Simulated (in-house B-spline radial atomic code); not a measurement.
**Cs⁷⁺: convergence of RPA and G0W0 with the partial waves of the empty states**

Question: how well does an (l+1/2)^-4 tail repair a low cut on the partial waves for Cs⁷⁺ (r2SCAN start)?

The numbers are computed with an in-house B-spline radial atomic code, version 1 (RPA, second order, AC-SOSEX and G0W0 (contour deformation) on a scalar-relativistic mean field, all electrons; no spin-orbit coupling, Breit or QED terms, no two-electron picture change), except any that are marked as measured or tabulated.

### Step 1. Starting point

```
element        : caesium (Z = 55)
charge         : +7
electrons      : 48
configuration  : [Kr] 4d10 5s2
Hamiltonian    : scalar-relativistic (spin-free one-electron X2C), finite nucleus
values of lmax : 4, 5, 6, 7, 8, 9, 10, 11
```

Outer shells as boxes (Hund's rule):

Cs7+
```
[Kr] core
4d [↑↓][↑↓][↑↓][↑↓][↑↓]
5s [↑↓]
```

### Step 2. Lmax = 4

Settings, as recorded:

```ini
Z = 55
electrons = 48.0
configuration = [Kr] 4d10 5s2
hamiltonian = x2c
method = r2scan
lmax = 4
rms_radius = 4.8041
spin_polarised = False
box_radius = 8.41
intervals = 66
```

Command:

```bash
$ python run_gw.py task.json out
```

One command runs all members of the session, one after another, from task.json.

From the run's result record (rounded, not every field):

```text
{
  "status": "converged",
  "energies [hartree]": {
    "mean_field": -7774.626575,
    "exx_total": -7771.793619,
    "exchange": -188.7969562,
    "rpa": -3.8997204,
    "rpa_summed": -3.2896219,
    "direct_second_order": -4.4336868,
    "second_order_exchange": 1.1510444,
    "sosex": 1.0718427
  },
  "rpa_by_multipole [hartree]": [-0.687607, -1.50313, -0.660597, -0.301709, -0.101668, -0.0309951, -0.00391684],
  "polarisability [bohr^3: independent particles, RPA]": [6.31726, 3.14906],
  "gap [hartree]": 0.6465634,
  "levels [hartree]": [
    {"name": "5s", "occ": 1, "e": -3.841667, "sx": -0.8732834, "vxc": -0.7239048, "sc": -0.09600842, "z": 0.9685286, "qp": -4.097222, "tail": -0.01016798},
    {"name": "4d", "occ": 1, "e": -6.012634, "sx": -2.267754, "vxc": -1.817192, "sc": 0.05305621, "z": 0.9580329, "qp": -6.424088, "tail": -0.01394786},
    {"name": "5p", "occ": 0, "e": -3.195104, "sx": -0.3608401, "vxc": -0.611183, "sc": -0.06199113, "z": 0.9666408, "qp": -3.018994, "tail": -0.01224138}
  ]
}
```

Run time: 1.3 s. Hardware: 1 thread, shared host.

In the record, exx_total is the Hartree-Fock functional on the start's orbitals, rpa_summed the RPA energy up to lmax and rpa the same with the tail beyond it, gap the smallest same-spin excitation energy of the start. For a level, e is the start's value, sx and sc the exchange and correlation self-energies, vxc the start's own term, z the quasi-particle weight, and qp = e + sx − vxc + sc + tail. Deeper levels of weight under 0.85 meet poles of the self-energy and are not shown.

The 5s level moves from -104.537 to -111.491 eV (weight 0.97).

The largest part of the RPA energy comes from multipole 1 (46 % of the sum).

### Step 3. Lmax = 5

Settings: those of step 2 with these lines changed.

```diff
@@ -5,3 +5,3 @@
 method = r2scan
-lmax = 4
+lmax = 5
 rms_radius = 4.8041
```

From the record:

```text
{
  "status": "converged",
  "energies [hartree]": {
    "mean_field": -7774.626575,
    "exx_total": -7771.793619,
    "exchange": -188.7969562,
    "rpa": -3.9573113,
    "rpa_summed": -3.5686426,
    "direct_second_order": -4.4792998,
    "second_order_exchange": 1.2104209,
    "sosex": 1.1298761
  },
  "rpa_by_multipole [hartree]": [-0.687607, -1.50313, -0.660597, -0.459487, -0.168642, -0.0745712, -0.0127145, -0.00189543],
  "polarisability [bohr^3: independent particles, RPA]": [6.31726, 3.14906],
  "gap [hartree]": 0.6465634,
  "levels [hartree]": [
    {"name": "5s", "occ": 1, "e": -3.841667, "sx": -0.8732834, "vxc": -0.7239048, "sc": -0.1004546, "z": 0.9684298, "qp": -4.097693, "tail": -0.006192465},
    {"name": "4d", "occ": 1, "e": -6.012634, "sx": -2.267754, "vxc": -1.817192, "sc": 0.04136188, "z": 0.957415, "qp": -6.438116, "tail": -0.0162817},
    {"name": "5p", "occ": 0, "e": -3.195104, "sx": -0.3608401, "vxc": -0.611183, "sc": -0.06599631, "z": 0.9664833, "qp": -3.016335, "tail": -0.005577933}
  ]
}
```

Wall time 1.5 s (1 thread, shared host).

The 5s level moves from -104.537 to -111.504 eV (weight 0.97).

### Step 4. Lmax = 6

Settings: those of step 3 with these lines changed.

```diff
@@ -5,3 +5,3 @@
 method = r2scan
-lmax = 5
+lmax = 6
 rms_radius = 4.8041
```

From the record:

```text
{
  "status": "converged",
  "energies [hartree]": {
    "mean_field": -7774.626575,
    "exx_total": -7771.793619,
    "exchange": -188.7969562,
    "rpa": -3.9418304,
    "rpa_summed": -3.7059778,
    "direct_second_order": -4.4557638,
    "second_order_exchange": 1.2157135,
    "sosex": 1.1358998
  },
  "rpa_by_multipole [hartree]": [-0.687607, -1.50313, -0.660597, -0.459487, -0.24254, -0.111024, -0.0339786, -0.00656395, -0.00105168],
  "polarisability [bohr^3: independent particles, RPA]": [6.31726, 3.14906],
  "gap [hartree]": 0.6465634,
  "levels [hartree]": [
    {"name": "5s", "occ": 1, "e": -3.841667, "sx": -0.8732834, "vxc": -0.7239048, "sc": -0.102461, "z": 0.9684018, "qp": -4.096953, "tail": -0.00344546},
    {"name": "4d", "occ": 1, "e": -6.012634, "sx": -2.267754, "vxc": -1.817192, "sc": 0.03538196, "z": 0.9571664, "qp": -6.438082, "tail": -0.01026783},
    {"name": "5p", "occ": 0, "e": -3.195104, "sx": -0.3608401, "vxc": -0.611183, "sc": -0.06798709, "z": 0.966435, "qp": -3.016167, "tail": -0.003418604}
  ]
}
```

Wall time 1.7 s (1 thread, shared host).

G0W0 moves 5s down by 6.95 eV, to -111.484 eV.

### Step 5. Lmax = 7

Settings: those of step 4 with these lines changed.

```diff
@@ -5,3 +5,3 @@
 method = r2scan
-lmax = 6
+lmax = 7
 rms_radius = 4.8041
```

From the record:

```text
{
  "status": "converged",
  "energies [hartree]": {
    "mean_field": -7774.626575,
    "exx_total": -7771.793619,
    "exchange": -188.7969562,
    "rpa": -3.9299061,
    "rpa_summed": -3.7795406,
    "direct_second_order": -4.4417133,
    "second_order_exchange": 1.2147585,
    "sosex": 1.1350842
  },
  "rpa_by_multipole [hartree]": [-0.687607, -1.50313, -0.660597, -0.459487, -0.24254, -0.150943, -0.052641, -0.0181956, -0.00376721, -0.000633908],
  "polarisability [bohr^3: independent particles, RPA]": [6.31726, 3.14906],
  "gap [hartree]": 0.6465634,
  "levels [hartree]": [
    {"name": "5s", "occ": 1, "e": -3.841667, "sx": -0.8732834, "vxc": -0.7239048, "sc": -0.1034908, "z": 0.9683955, "qp": -4.096642, "tail": -0.002104917},
    {"name": "4d", "occ": 1, "e": -6.012634, "sx": -2.267754, "vxc": -1.817192, "sc": 0.03155744, "z": 0.9570365, "qp": -6.439456, "tail": -0.007816919},
    {"name": "5p", "occ": 0, "e": -3.195104, "sx": -0.3608401, "vxc": -0.611183, "sc": -0.06898263, "z": 0.9664211, "qp": -3.015779, "tail": -0.00203485}
  ]
}
```

Wall time 1.8 s (1 thread, shared host).

The 5s level moves from -104.537 to -111.475 eV (weight 0.97).

### Step 6. Lmax = 8

Settings: those of step 5 with these lines changed.

```diff
@@ -5,3 +5,3 @@
 method = r2scan
-lmax = 7
+lmax = 8
 rms_radius = 4.8041
```

From the record:

```text
{
  "status": "converged",
  "energies [hartree]": {
    "mean_field": -7774.626575,
    "exx_total": -7771.793619,
    "exchange": -188.7969562,
    "rpa": -3.9148104,
    "rpa_summed": -3.8196532,
    "direct_second_order": -4.4254281,
    "second_order_exchange": 1.2089062,
    "sosex": 1.1294944
  },
  "rpa_by_multipole [hartree]": [-0.687607, -1.50313, -0.660597, -0.459487, -0.24254, -0.150943, -0.0732859, -0.0286909, -0.0106497, -0.0023189, -0.00040489],
  "polarisability [bohr^3: independent particles, RPA]": [6.31726, 3.14906],
  "gap [hartree]": 0.6465634,
  "levels [hartree]": [
    {"name": "5s", "occ": 1, "e": -3.841667, "sx": -0.8732834, "vxc": -0.7239048, "sc": -0.1040743, "z": 0.9683949, "qp": -4.096504, "tail": -0.001384047},
    {"name": "4d", "occ": 1, "e": -6.012634, "sx": -2.267754, "vxc": -1.817192, "sc": 0.02950051, "z": 0.9569726, "qp": -6.438575, "tail": -0.004879476},
    {"name": "5p", "occ": 0, "e": -3.195104, "sx": -0.3608401, "vxc": -0.611183, "sc": -0.0695355, "z": 0.966417, "qp": -3.015608, "tail": -0.001311499}
  ]
}
```

Run time: 2 s. Hardware: 1 thread, shared host.

The 5s level moves from -104.537 to -111.472 eV (weight 0.97).

### Step 7. Lmax = 9

Settings: those of step 6 with these lines changed.

```diff
@@ -5,3 +5,3 @@
 method = r2scan
-lmax = 8
+lmax = 9
 rms_radius = 4.8041
```

From the record:

```text
{
  "status": "converged",
  "energies [hartree]": {
    "mean_field": -7774.626575,
    "exx_total": -7771.793619,
    "exchange": -188.7969562,
    "rpa": -3.9072914,
    "rpa_summed": -3.8433294,
    "direct_second_order": -4.4176003,
    "second_order_exchange": 1.2059775,
    "sosex": 1.1266341
  },
  "rpa_by_multipole [hartree]": [-0.687607, -1.50313, -0.660597, -0.459487, -0.24254, -0.150943, -0.0732859, -0.0403596, -0.0169781, -0.00662997, -0.00150275, -0.000270155],
  "polarisability [bohr^3: independent particles, RPA]": [6.31726, 3.14906],
  "gap [hartree]": 0.6465634,
  "levels [hartree]": [
    {"name": "5s", "occ": 1, "e": -3.841667, "sx": -0.8732834, "vxc": -0.7239048, "sc": -0.1044284, "z": 0.9683958, "qp": -4.096431, "tail": -0.0009565311},
    {"name": "4d", "occ": 1, "e": -6.012634, "sx": -2.267754, "vxc": -1.817192, "sc": 0.02830329, "z": 0.9569379, "qp": -6.438127, "tail": -0.003234307},
    {"name": "5p", "occ": 0, "e": -3.195104, "sx": -0.3608401, "vxc": -0.611183, "sc": -0.06986602, "z": 0.9664161, "qp": -3.01552, "tail": -0.0008928974}
  ]
}
```

Run time: 2.2 s. Hardware: 1 thread, shared host.

The 5s level moves from -104.537 to -111.470 eV (weight 0.97).

### Step 8. Lmax = 10

Settings: those of step 7 with these lines changed.

```diff
@@ -5,3 +5,3 @@
 method = r2scan
-lmax = 9
+lmax = 10
 rms_radius = 4.8041
```

From the record:

```text
{
  "status": "converged",
  "energies [hartree]": {
    "mean_field": -7774.626575,
    "exx_total": -7771.793619,
    "exchange": -188.7969562,
    "rpa": -3.9031676,
    "rpa_summed": -3.858172,
    "direct_second_order": -4.4133743,
    "second_order_exchange": 1.2043405,
    "sosex": 1.1250203
  },
  "rpa_by_multipole [hartree]": [-0.687607, -1.50313, -0.660597, -0.459487, -0.24254, -0.150943, -0.0732859, -0.0403596, -0.0240315, -0.0106552, -0.00433676, -0.00101343, -0.000186581],
  "polarisability [bohr^3: independent particles, RPA]": [6.31726, 3.14906],
  "gap [hartree]": 0.6465634,
  "levels [hartree]": [
    {"name": "5s", "occ": 1, "e": -3.841667, "sx": -0.8732834, "vxc": -0.7239048, "sc": -0.104655, "z": 0.968397, "qp": -4.096388, "tail": -0.0006870724},
    {"name": "4d", "occ": 1, "e": -6.012634, "sx": -2.267754, "vxc": -1.817192, "sc": 0.02756233, "z": 0.9569175, "qp": -6.43788, "tail": -0.002246267},
    {"name": "5p", "occ": 0, "e": -3.195104, "sx": -0.3608401, "vxc": -0.611183, "sc": -0.07007514, "z": 0.9664161, "qp": -3.01547, "tail": -0.0006339379}
  ]
}
```

Wall time 2.4 s (1 thread, shared host).

G0W0 moves 5s down by 6.93 eV, to -111.468 eV.

### Step 9. Lmax = 11

Settings: those of step 8 with these lines changed.

```diff
@@ -5,3 +5,3 @@
 method = r2scan
-lmax = 10
+lmax = 11
 rms_radius = 4.8041
```

From the record:

```text
{
  "status": "converged",
  "energies [hartree]": {
    "mean_field": -7774.626575,
    "exx_total": -7771.793619,
    "exchange": -188.7969562,
    "rpa": -3.9006412,
    "rpa_summed": -3.8679079,
    "direct_second_order": -4.4108087,
    "second_order_exchange": 1.2033033,
    "sosex": 1.1239923
  },
  "rpa_by_multipole [hartree]": [-0.687607, -1.50313, -0.660597, -0.459487, -0.24254, -0.150943, -0.0732859, -0.0403596, -0.0240315, -0.0151464, -0.00700819, -0.00293512, -0.000705648, -0.000132538],
  "polarisability [bohr^3: independent particles, RPA]": [6.31726, 3.14906],
  "gap [hartree]": 0.6465634,
  "levels [hartree]": [
    {"name": "5s", "occ": 1, "e": -3.841667, "sx": -0.8732834, "vxc": -0.7239048, "sc": -0.1048063, "z": 0.9683981, "qp": -4.096361, "tail": -0.0005087056},
    {"name": "4d", "occ": 1, "e": -6.012634, "sx": -2.267754, "vxc": -1.817192, "sc": 0.02708123, "z": 0.9569048, "qp": -6.437733, "tail": -0.001617528},
    {"name": "5p", "occ": 0, "e": -3.195104, "sx": -0.3608401, "vxc": -0.611183, "sc": -0.07021346, "z": 0.9664165, "qp": -3.01544, "tail": -0.00046507}
  ]
}
```

Run time: 2.5 s. Hardware: 1 thread, shared host.

Highest level 5s: -104.537 eV in the start, -111.468 eV after G0W0, weight 0.97.

### Step 10. All runs in one table

```tsv
lmax	level	mean field (eV)	G0W0 (eV)	weight	RPA (hartree)	RPA to lmax (hartree)	α, direct RPA (bohr³)	time	miss (eV)
4	5s	-104.537	-111.491	0.969	-3.89972	-3.28962	3.149	1.3 s	+1.39
5	5s	-104.537	-111.504	0.968	-3.95731	-3.56864	3.149	1.5 s	+1.40
6	5s	-104.537	-111.484	0.968	-3.94183	-3.70598	3.149	1.7 s	+1.38
7	5s	-104.537	-111.475	0.968	-3.92991	-3.77954	3.149	1.8 s	+1.38
8	5s	-104.537	-111.472	0.968	-3.91481	-3.81965	3.149	2 s	+1.37
9	5s	-104.537	-111.470	0.968	-3.90729	-3.84333	3.149	2.2 s	+1.37
10	5s	-104.537	-111.468	0.968	-3.90317	-3.85817	3.149	2.4 s	+1.37
11	5s	-104.537	-111.468	0.968	-3.90064	-3.86791	3.149	2.5 s	+1.37
```

The miss is the G0W0 removal energy (the level with its sign changed) less the semi-empirical ionisation energy, 110.10 ± 0.6 eV. Times are single runs on a shared host.

### Step 11. Summary of results

| quantity | value |
| --- | --- |
| highest level, mean field (range over the runs) | -104.537 eV |
| highest level, G0W0 (range over the runs) | -111.504 to -111.468 eV |
| RPA correlation energy | -3.957 to -3.900 hartree |
| RPA+SOSEX | -2.8279 to -2.7766 hartree |
| semi-empirical ionisation energy (5s shell) | 110.10 ± 0.6 eV (NIST Atomic Spectra Database, ionization energies) |
| G0W0 removal energy less that value | +1.37 to +1.40 eV |

In words: At lmax = 4 the plain sum holds 84.3 % of the last extrapolated value, at lmax = 11 it holds 99.2 %. With the tail added, the runs differ from the last by up to 1.5 %, and from lmax = 8 on all values lie within 0.5 % of the last; the plain sum reaches 99 % at lmax = 11. The extrapolated value still moves by 2.5 millihartree in the last step, so it is not yet converged. The G0W0 level varies by 0.036 eV over the range. The time rises from 1.3 s to 2.5 s. At the highest cut G0W0 misses the semi-empirical ionisation energy, 110.10 ± 0.6 eV, by +1.37 eV (+1.2 %). The missing Breit and QED terms are far too small here to explain the miss, which is the method's own.
